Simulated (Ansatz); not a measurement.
# CH₄AlBrO: a ladder of functionals and wavefunction methods

How much do the methods differ for CH₄AlBrO? The plan is to run it at one geometry with functionals of several rungs and with coupled cluster, and see how far each lands from CCSD(T) at the basis-set limit for the atomisation energy.

Computed with Ansatz 0.2.0, Gaussian basis. Level: functionals in def2-TZVPP, the program's frozen cores in correlated methods.

Levels to be run: PBE-D4, r2SCAN-D4, PBE0-D4, B3LYP-D4, ωB97X-V, ωB97M-V, B2PLYP; CCSD(T)/def2-TZVPP; MP2/def2-QZVPP; extrapolation to the limit.

## Step 1: The geometry

An earlier PBE0-D4 in a triple-zeta def2 set relaxation fixed the geometry.

SMILES `[OH][AlH][CH2]Br`, 8 atoms, charge 0, spin multiplicity 1.

Atoms are counted from 1 here; the program's logs count them from 0.

Bond lengths: O1–Al2 1.694 Å, O1–H5 0.955 Å, Al2–C3 1.957 Å, Al2–H6 1.572 Å, C3–Br4 2.002 Å, C3–H7 1.087 Å, C3–H8 1.087 Å. Angles: Al2–O1–H5 125.2°, O1–Al2–C3 120.9°, O1–Al2–H6 118.1°, C3–Al2–H6 120.9°, Al2–C3–Br4 86.9°, Al2–C3–H7 121.8°, Al2–C3–H8 120.7°, Br4–C3–H7 105.3°, Br4–C3–H8 105.1°, H7–C3–H8 110.6°.

## Step 2: PBE-D4 (GGA)

Contents of in.yaml:

```yaml
crystal:
  periodic: [false, false, false]
  atoms:
    - {symbol: O, position_ang: [-0.600362, 1.739186, -0.948967]}
    - {symbol: Al, position_ang: [-0.603342, 0.582376, 0.289106]}
    - {symbol: C, position_ang: [0.792801, -0.785244, 0.391502]}
    - {symbol: Br, position_ang: [-0.468481, -1.989984, -0.591141]}
    - {symbol: H, position_ang: [0.000971, 1.750588, -1.690382]}
    - {symbol: H, position_ang: [-1.717439, 0.682094, 1.393074]}
    - {symbol: H, position_ang: [1.686017, -0.739398, -0.227128]}
    - {symbol: H, position_ang: [1.002035, -1.296619, 1.328135]}
basis:
  gaussian: {orbitals: def2-TZVPP}
hamiltonian: {xc: pbe, dispersion: d4}
output: {forces: true, orbitals: {seedname: orbitals}}
```

On the command line:

```sh
$ ansatz run in.yaml --threads 4 --pin off --events-out ev --progress --plain --max-ram 10444MiB
```

Further steps of the session: r2SCAN-D4 (meta-GGA); PBE0-D4 (hybrid); B3LYP-D4 (hybrid); ωB97X-V (range-separated); ωB97M-V (range-separated); B2PLYP (double hybrid); CCSD(T) in def2-TZVPP; MP2 in def2-QZVPP.

**Question.** What will the summary of the whole plan be? Wanted: atomisation energy, CCSD(T)/CBS; farthest; mean size of error, hybrid; mean size of error, range-separated; gap, smallest and largest; T1 diagnostic; triples share of the correlation energy.

As calculated:

```
                               quantity                                 value
        atomisation energy, CCSD(T)/CBS                        642.2 kcal/mol
functionals within 6.4 kcal/mol (1.0 %)   PBE-D4, r2SCAN-D4, ωB97X-V, ωB97M-V
                               farthest               B2PLYP (-12.6 kcal/mol)
             mean size of error, hybrid                          8.4 kcal/mol
    mean size of error, range-separated                          4.0 kcal/mol
              gap, smallest and largest  4.67 eV (PBE-D4), 11.31 eV (ωB97X-V)
                          T1 diagnostic                                0.0102
triples share of the correlation energy                                 3.5 %
```

**Reading.** PBE-D4 misses by +3.5 kcal/mol. Double hybrids carry the basis error of their MP2 part in triple zeta, and no dispersion term here, so their miss is partly the set-up's. Misses under about 6.4 kcal/mol are within the doubt on the reference itself, which lacks core-valence correlation, relativity and higher excitations, and its outer-core shells are covered unevenly. All levels share the lack of spin-orbit coupling, which lowers the free heavy atoms and so the true binding. Hartree-Fock recovers 71 % of the binding; the rest is correlation. The gap grows from 4.7 to 11.3 eV across the functionals, mostly with the share of exact exchange. Correlated methods include outer-core shells of Br, which these sets cover unevenly.
